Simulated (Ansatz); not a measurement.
# CdSe: the cost of one run

Computed with Ansatz 0.2.0 (DFT HSE06, scalar-relativistic, plane waves, PAW, unless a step's input says otherwise).

**1. The starting structure**

It takes space group F-43m (No. 216, cubic). The conventional cell has a = 6.141 Å, b = 6.141 Å, c = 6.141 Å, α = 90.00°, β = 90.00°, γ = 90.00°. Around Cd (site symmetry -43m) lie 4 Se at 2.66 Å. Around Se (site symmetry -43m) lie 4 Cd at 2.66 Å.

Structure file:

```
Cd Se
1.0
     0.00000    3.07027    3.07027
     3.07027    0.00000    3.07027
     3.07027    3.07027    0.00000
Cd Se
1 1
Direct
  0.00000 0.00000 0.00000
  0.75000 0.75000 0.75000
```

The structure comes from the Materials Project (structure only).

(A quick probe on a coarse mesh, which set the mesh and smearing, is not shown.)

**3. The relaxation**

input.yaml

```yaml
crystal:
  lattice:
    - [0.0, 3.0702711986, 3.0702711986]
    - [3.0702711986, 0.0, 3.0702711986]
    - [3.0702711986, 3.0702711986, 0.0]
  atoms:
    - { symbol: Cd, position: [0.0, 0.0, 0.0] }
    - { symbol: Se, position: [0.75, 0.75, 0.75] }
basis:
  ecutwfc: 420
kpoints:
  mp_grid: { grid: [6, 6, 6] }
hamiltonian:
  xc: hse06
scf:
  occupations: { method: gaussian, width: 0.02 }
output:
  forces: true
  stress: true
  eigenvalues: true
  write_density: true
  write_potential: true
  elf: true
  volumetric_format: npy
relax:
  adjacent_minimum: "off"
  f_tol: 0.005
  max_steps: 80
  cell: { stress_tol: 0.05 }
```

Started as:

```console
$ ansatz run input.yaml --threads 4 --pin off --max-ram 10240MiB --backend cpu --events-out ev --progress --plain --runs-dir out
```

What time and memory should one allow on 4 threads of AMD EPYC (Zen 3), shared host?

About 1.8 min, with a peak of 2.1 GiB.
